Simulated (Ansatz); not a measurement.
# AlGa3P4: the cost of one run

Program: Ansatz 0.2.0. Level of theory: DFT PBE, scalar-relativistic, plane waves, PAW. These are calculated values, not measurements.

### 1 Starting point

It takes space group P-4m2 (No. 115, tetragonal). Conventional cell: a = 3.896 Å, b = 3.896 Å, c = 11.007 Å, α = 90.00°, β = 90.00°, γ = 90.00°. Al (site symmetry -4m2) has 4 P at 2.38 Å in its first shell of neighbours. Ga (site symmetry 2mm) has 4 P at 2.38 to 2.39 Å in its first shell of neighbours. Around Ga (site symmetry -4m2) lie 4 P at 2.38 Å. P (site symmetry 2mm) has 4 Ga at 2.38 Å in its first shell of neighbours. P (site symmetry 2mm) is surrounded by 2 Al at 2.38 Å and 2 Ga at 2.39 Å.

Structure file:

```
Al Ga P
1.0
     3.89556    0.00000    0.00000
     0.00000    3.89556    0.00000
     0.00000    0.00000   11.00713
Al Ga P
1 3 4
Direct
  0.50000 0.50000 0.50000
  0.00000 0.00000 0.75002
  0.50000 0.50000 0.00000
  0.00000 0.00000 0.24997
  0.50000 0.00000 0.87505
  0.00000 0.50000 0.12495
  0.50000 0.00000 0.37556
  0.00000 0.50000 0.62444
```

The cell was relaxed beforehand at this level, from a generated guess; it needn't be the stable form of this composition. At a tolerance of 0.02 Å it has space group P-4m2 (No. 115); it has 20.88 Å³/atom, an uncorrected energy of -0.48 eV/atom over the elements.

### 2 Bands, states and charges

The input, input.yaml:

```yaml
crystal:
  lattice:
    - [3.8955582, 0.0, 0.0]
    - [0.0, 3.8955582, 0.0]
    - [0.0, 0.0, 11.0071317]
  atoms:
    - { symbol: Al, position: [0.5, 0.5, 0.5] }
    - { symbol: Ga, position: [0.0, 0.0, 0.750025] }
    - { symbol: Ga, position: [0.5, 0.5, 0.0] }
    - { symbol: Ga, position: [0.0, 0.0, 0.249975] }
    - { symbol: P, position: [0.5, 0.0, 0.87505] }
    - { symbol: P, position: [0.0, 0.5, 0.12495] }
    - { symbol: P, position: [0.5, 0.0, 0.375561] }
    - { symbol: P, position: [0.0, 0.5, 0.624439] }
basis:
  ecutwfc: 420
kpoints:
  mp_grid: { grid: [8, 8, 4] }
  band_path:
    path:
      - [[0.0, 0.0, 0.0], [0.0, 0.5, 0.0], [0.5, 0.5, 0.0], [0.0, 0.0, 0.0], [0.0, 0.0, 0.5], [0.0, 0.5, 0.5], [0.5, 0.5, 0.5], [0.0, 0.0, 0.5]]
      - [[0.0, 0.5, 0.0], [0.0, 0.5, 0.5]]
      - [[0.5, 0.5, 0.0], [0.5, 0.5, 0.5]]
    npoints: 14
hamiltonian:
  xc: pbe
scf:
  occupations: { method: gaussian, width: 0.02 }
  n_extra_bands: 20
output:
  forces: true
  stress: true
  eigenvalues: true
  populations: true
  dos: { projected: true, de: 0.02, nscf_kmesh: { grid: [12, 12, 6] } }
  bader: true
  write_density: true
  write_potential: true
  elf: true
  volumetric_format: npy
```

Started as:

```
$ ansatz run input.yaml --threads 4 --pin off --max-ram 8192MiB --backend cpu --events-out ev --progress --plain --runs-dir out
```

Q: Estimate wall time and peak memory on 4 threads of Intel Xeon Platinum 8259CL at 2.50GHz (Skylake/Cascade Lake), shared host.

About 1.7 min, with a peak of 1 GiB.
